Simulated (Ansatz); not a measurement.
**SiClF₂− (SMILES F[Si-](F)Cl): single points off equilibrium**

The atoms stand at a frame of a short trajectory. How far do the functionals agree with CCSD(T) there?

Program: Ansatz 0.2.0, Gaussian basis. Level of theory: single points in def2-TZVPPD. These are calculated values, not measurements.

Cores are frozen in the correlated methods.

### Step 1. Where the work starts

SMILES `F[Si-](F)Cl`, 4 atoms, charge -1, spin multiplicity 1.

Atoms are counted from 1 here; the program's logs count them from 0.

Bond lengths: F1–Si2 1.657 Å, Si2–F3 1.696 Å, Si2–Cl4 2.330 Å. Angles: F1–Si2–F3 91.1°, F1–Si2–Cl4 97.4°, F3–Si2–Cl4 96.0°.

As a file:

```xyz
4
ClF2Si
F     1.2104    0.1161    0.8624
Si    0.3692   -0.5043   -0.4236
F    -0.8505   -1.0762    0.6070
Cl   -0.7293    1.4570   -1.0380
```

### Step 2. PBE-D4/def2-TZVPPD

run/in.yaml

```yaml
crystal:
  periodic: [false, false, false]
  atoms:
    - {symbol: F, position_ang: [1.210437, 0.116140, 0.862376]}
    - {symbol: Si, position_ang: [0.369162, -0.504294, -0.423622]}
    - {symbol: F, position_ang: [-0.850526, -1.076212, 0.606961]}
    - {symbol: Cl, position_ang: [-0.729295, 1.457035, -1.037954]}
basis:
  gaussian: {orbitals: "def2-TZVPPD.json"}
total_charge: -1
hamiltonian: {xc: pbe, dispersion: d4}
output: {forces: true}
```

The basis file named in the input lies beside it (Basis Set Exchange, JSON).

The run is started by

```bash
$ ansatz run in.yaml --threads 2 --pin off --events-out ev --progress --plain --max-ram 3481MiB
```

### Step 3. r2SCAN-D4/def2-TZVPPD

run/in.yaml, as its differences from that of step 2:

```diff
@@ -10,3 +10,3 @@
 total_charge: -1
-hamiltonian: {xc: pbe, dispersion: d4}
+hamiltonian: {xc: r2scan, dispersion: d4}
 output: {forces: true}
```

### Step 4. PBE0-D4/def2-TZVPPD

run/in.yaml, as its differences from that of step 3:

```diff
@@ -10,3 +10,3 @@
 total_charge: -1
-hamiltonian: {xc: r2scan, dispersion: d4}
-output: {forces: true}
+hamiltonian: {xc: pbe0, dispersion: d4}
+output: {forces: true, orbitals: {seedname: orbitals}}
```

### Step 5. wB97M-V/def2-TZVPPD

run/in.yaml, as its differences from that of step 4:

```diff
@@ -10,3 +10,3 @@
 total_charge: -1
-hamiltonian: {xc: pbe0, dispersion: d4}
-output: {forces: true, orbitals: {seedname: orbitals}}
+hamiltonian: {xc: {name: wB97M-V}}
+output: {forces: true}
```

### Step 6. CCSD(T)/def2-TZVPPD

run/in.yaml, as its differences from that of step 5:

```diff
@@ -10,3 +10,3 @@
 total_charge: -1
-hamiltonian: {xc: {name: wB97M-V}}
+correlation: {method: ccsd_t}
 output: {forces: true}
```

(Steps that only read results are left out.)

What does the calculation give? Wanted: RMS force component; RMS force error; HOMO and LUMO, PBE0-D4; T1 diagnostic.

**Answer**, as computed:

| quantity | value |
| --- | --- |
| RMS force component | 0.353 to 0.498 eV/Å over the methods |
| RMS force error | PBE-D4 0.329, r2SCAN-D4 0.026, PBE0-D4 0.023, wB97M-V 0.079 eV/Å |
| HOMO and LUMO, PBE0-D4 | -1.63 and 3.99 eV |
| T1 diagnostic | 0.014 |

In words: On forces the order runs from PBE0-D4 to PBE-D4. Frozen-core CCSD(T) forces in triple zeta carry basis errors of their own, and this is one geometry, so small gaps rank nothing.
